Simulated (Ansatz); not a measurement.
Crystal: Zr3MoC.

```
Zr Mo C
1.0
     4.94251    0.00000    0.00000
     0.00000    4.94251    0.00000
     0.00000    0.00000    4.94251
Zr Mo C
3 1 1
Cartesian
  2.4713 0.0000 0.0000
  0.0000 2.4713 0.0000
  0.0000 0.0000 2.4713
  0.0000 0.0000 0.0000
  2.4713 2.4713 2.4713
```

The cell was built by a generator and needn't be a form met in nature.

- Program: Ansatz 0.2.0
- Task: single point
- Functional: PBE
- Potentials or basis: Ansatz PAW
- Cutoff: 420 eV (not typed: the program's choice for these potentials)
- k mesh: 6 × 6 × 6
- Occupations: fermi-dirac, width 0.05 eV
- Spin: no spin polarisation

On this cell: pressure -0.3 GPa; largest force zero by symmetry; band gap on the k mesh none (metal or under the smearing width).

The same run follows on a disturbed copy (atoms moved at random, drawn with an rms of 0.05 Å):

```
Zr Mo C
1.0
     4.94251    0.00000    0.00000
     0.00000    4.94251    0.00000
     0.00000    0.00000    4.94251
Zr Mo C
3 1 1
Cartesian
  2.4240 0.0154 0.0375
  -0.0046 2.4596 0.0216
  -0.0046 0.0302 2.4628
  -0.0135 -0.0023 -0.0299
  2.4376 2.5090 2.4729
```

What changes?

The energy (extrapolated to zero smearing) moves by +0.9 meV/atom; pressure -0.2 GPa; largest force 0.457 eV/Å; band gap on the k mesh none (metal or under the smearing width).

Forces in eV/Å, atoms in the order of the input:
```
Zr   0.438 -0.094  0.089
Zr  -0.056  0.267  0.036
Zr  -0.057 -0.029  0.098
Mo  -0.244 -0.146 -0.119
C   -0.081  0.002 -0.105
```
